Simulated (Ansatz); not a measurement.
# CH₅ClGeOSi: a ladder of functionals and wavefunction methods

An exercise on one series of results from a longer session: the logs are not shown, and one member is left open.

Computed with Ansatz 0.2.0, Gaussian basis. Level: functionals in def2-TZVPP, the program's frozen cores in correlated methods.

Plan: PBE-D4, r2SCAN-D4, PBE0-D4, B3LYP-D4, ωB97X-V, ωB97M-V, B2PLYP; CCSD(T)/def2-TZVPP; MP2/def2-QZVPP; extrapolation to the limit.

### The relaxed structure

The geometry comes from an earlier relaxation with PBE0-D4 in a triple-zeta def2 set; it is a stationary point, not always the lowest conformer.

SMILES `[CH3][Ge]1([Cl])[O][SiH2]1`, 10 atoms, charge 0, spin multiplicity 1.

Atoms are counted from 1 here; the program's logs count them from 0.

Bond lengths: C1–Ge2 1.936 Å, C1–H6 1.091 Å, C1–H7 1.090 Å, C1–H8 1.089 Å, Ge2–Cl3 2.160 Å, Ge2–O4 1.884 Å, Ge2–Si5 2.263 Å, O4–Si5 1.650 Å, Si5–H9 1.485 Å, Si5–H10 1.483 Å. Angles: Ge2–C1–H6 107.8°, Ge2–C1–H7 109.6°, Ge2–C1–H8 109.9°, H6–C1–H7 109.9°, H6–C1–H8 109.6°, H7–C1–H8 110.0°, C1–Ge2–Cl3 107.0°, C1–Ge2–O4 108.9°, C1–Ge2–Si5 132.7°, Cl3–Ge2–O4 108.0°, Cl3–Ge2–Si5 118.3°, O4–Ge2–Si5 45.8°, Ge2–O4–Si5 79.3°, Ge2–Si5–O4 54.9°, Ge2–Si5–H9 123.5°, Ge2–Si5–H10 121.3°, O4–Si5–H9 117.3°, O4–Si5–H10 117.8° and more.

Set-up of the first run:

in.yaml reads:

```yaml
crystal:
  periodic: [false, false, false]
  atoms:
    - {symbol: C, position_ang: [-1.192216, -1.313393, 0.493473]}
    - {symbol: Ge, position_ang: [0.403681, -0.225991, 0.352785]}
    - {symbol: Cl, position_ang: [2.091486, -1.535001, 0.677638]}
    - {symbol: O, position_ang: [0.524537, 0.454672, -1.399352]}
    - {symbol: Si, position_ang: [0.790287, 1.825548, -0.519909]}
    - {symbol: H, position_ang: [-1.125590, -2.102061, -0.257185]}
    - {symbol: H, position_ang: [-2.071406, -0.697159, 0.307031]}
    - {symbol: H, position_ang: [-1.251802, -1.758409, 1.486153]}
    - {symbol: H, position_ang: [-0.239539, 2.892306, -0.595735]}
    - {symbol: H, position_ang: [2.153663, 2.408389, -0.541998]}
basis:
  gaussian: {orbitals: def2-TZVPP}
hamiltonian: {xc: pbe, dispersion: d4}
output: {forces: true, orbitals: {seedname: orbitals}}
```

Launch:

```
$ ansatz run in.yaml --threads 4 --pin off --events-out ev --progress --plain --max-ram 10444MiB
```

Among the steps run: PBE-D4 (GGA); r2SCAN-D4 (meta-GGA); PBE0-D4 (hybrid); B3LYP-D4 (hybrid); ωB97X-V (range-separated); ωB97M-V (range-separated); B2PLYP (double hybrid); CCSD(T) in def2-TZVPP; MP2 in def2-QZVPP.

One table of the session follows, with a row left open; its other results are not shown here.

| method | atomisation energy (kcal/mol) |
| --- | --- |
| PBE-D4 | 826.4 |
| r2SCAN-D4 | 821.5 |
| PBE0-D4 | 811.9 |
| B3LYP-D4 | 809.2 |
| ωB97X-V | 820.0 |
| ωB97M-V | 815.1 |
| B2PLYP | 803.7 |
| HF/def2-TZVPP | ? |
| MP2/def2-TZVPP | 812.3 |
| CCSD/def2-TZVPP | 781.9 |
| CCSD(T)/def2-TZVPP | 796.6 |
| MP2/CBS | 834.7 |
| CCSD(T)/CBS | 819.1 |

Estimate the missing values for HF/def2-TZVPP.

The run gave: atomisation energy (kcal/mol): 582.3. In the column «atomisation energy (kcal/mol)» it is the lowest.

To keep in mind: Free atoms (1 C, 1 Ge, 1 Cl, 1 O, 1 Si, 5 H) were run apart at each level; the atomisation energy is their sum less the molecule, without zero-point or spin-orbit terms.
